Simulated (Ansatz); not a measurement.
Relaxation of a periodic cell of 33 atoms, Al32Au (host Al, host structure fcc, interstitial Au), to a largest force component of 0.03 eV/Å in at most 60 steps.

Level of theory: DFT PBE-D3(BJ), scalar-relativistic, plane waves, PAW (Ansatz 0.2.0). Settings: PAW set soft_1, cutoff 420 eV, k mesh 3x3x3, gaussian smearing 0.1 eV, no spin polarisation.

```xyz
33
Lattice="8.1000 0.0000 0.0000 0.0000 8.1000 0.0000 0.0000 0.0000 8.1000" Properties=species:S:1:pos:R:3
Al 4.050 0.000 0.000
Al 6.075 2.025 0.000
Al 6.075 0.000 2.025
Al 0.000 0.000 0.000
Al 2.025 2.025 0.000
Al 4.050 4.050 0.000
Al 6.075 6.075 0.000
Al 2.025 0.000 2.025
Al 4.050 2.025 2.025
Al 6.075 4.050 2.025
Al 4.050 0.000 4.050
Al 6.075 2.025 4.050
Al 6.075 0.000 6.075
Al 0.000 4.050 0.000
Al 2.025 6.075 0.000
Al 0.000 2.025 2.025
Al 2.025 4.050 2.025
Al 4.050 6.075 2.025
Al 0.000 0.000 4.050
Al 2.025 2.025 4.050
Al 4.050 4.050 4.050
Al 6.075 6.075 4.050
Al 2.025 0.000 6.075
Al 4.050 2.025 6.075
Al 6.075 4.050 6.075
Al 0.000 6.075 2.025
Al 0.000 4.050 4.050
Al 2.025 6.075 4.050
Al 0.000 2.025 6.075
Al 2.025 4.050 6.075
Al 4.050 6.075 6.075
Al 0.000 6.075 6.075
Au 5.062 7.098 0.948
```

Task: Where does it end, and by what steps?

Result: The run converged. The force dipped under the threshold on the way, but the program's further checks kept it going. Limits of this set-up: coarse k mesh, a small cell, in which the defect meets its images, a typed lattice constant that wasn't relaxed here. After 13 steps the energy has fallen by 24.435 eV; Au33 moved furthest, 1.74 Å. The start is strongly strained (largest force component 19 eV/Å), so its close contacts needn't be bonds. Parted: Al1–Au33 (1.71 → 3.54 Å). Joined: Al10–Au33 (3.39 → 2.46 Å), Al22–Au33 (3.42 → 2.46 Å), Al26–Au33 (3.38 → 2.46 Å).

```tsv
step	energy less start (eV)	largest force component (eV/Å)	accepted
0	0.0000	18.762	yes
1	-14.3915	8.299	yes
2	-20.8450	2.854	yes
3	-22.7018	0.634	yes
4	-22.8695	0.293	yes
5	-22.9350	0.454	yes
6	-23.0992	0.764	yes
7	-23.3935	0.858	yes
8	-23.7541	0.649	yes
9	-24.0977	0.387	yes
10	-24.3096	0.165	yes
11	-24.4067	0.057	yes
12	-24.4350	0.009	yes
13	-24.4354	0.024	yes
```

```xyz
33
Lattice="8.1000 0.0000 0.0000 0.0000 8.1000 0.0000 0.0000 0.0000 8.1000" Properties=species:S:1:pos:R:3
Al 4.002 0.048 -0.051
Al 6.045 2.056 -0.136
Al 6.042 0.468 1.990
Al -0.013 0.045 -0.047
Al 1.994 2.057 -0.063
Al 4.005 4.063 -0.047
Al 6.041 6.109 -0.470
Al 1.995 0.135 1.992
Al 3.915 2.056 1.992
Al 6.044 3.644 1.993
Al 4.004 0.046 4.038
Al 6.044 2.055 4.120
Al 6.044 0.136 6.042
Al -0.018 4.068 -0.046
Al 1.994 6.106 -0.137
Al 0.071 2.055 1.992
Al 1.995 3.979 1.992
Al 3.583 6.108 1.990
Al -0.017 0.042 4.031
Al 1.994 2.056 4.052
Al 4.008 4.068 4.031
Al 6.044 6.107 4.454
Al 1.993 0.060 6.042
Al 3.990 2.057 6.042
Al 6.044 3.978 6.043
Al 0.406 6.106 1.993
Al -0.015 4.065 4.034
Al 1.995 6.106 4.120
Al 0.005 2.056 6.042
Al 1.995 4.045 6.042
Al 3.915 6.107 6.042
Al 0.072 6.106 6.043
Au 6.044 6.106 1.993
```

Whether the end is a true minimum wasn't checked by a vibrational analysis.

The run took 4 min on 4 threads of Intel(R) Xeon(R) Platinum 8259CL CPU @ 2.50GHz (Skylake/Cascade Lake), with other jobs on the host, peak memory 1.6 GiB.
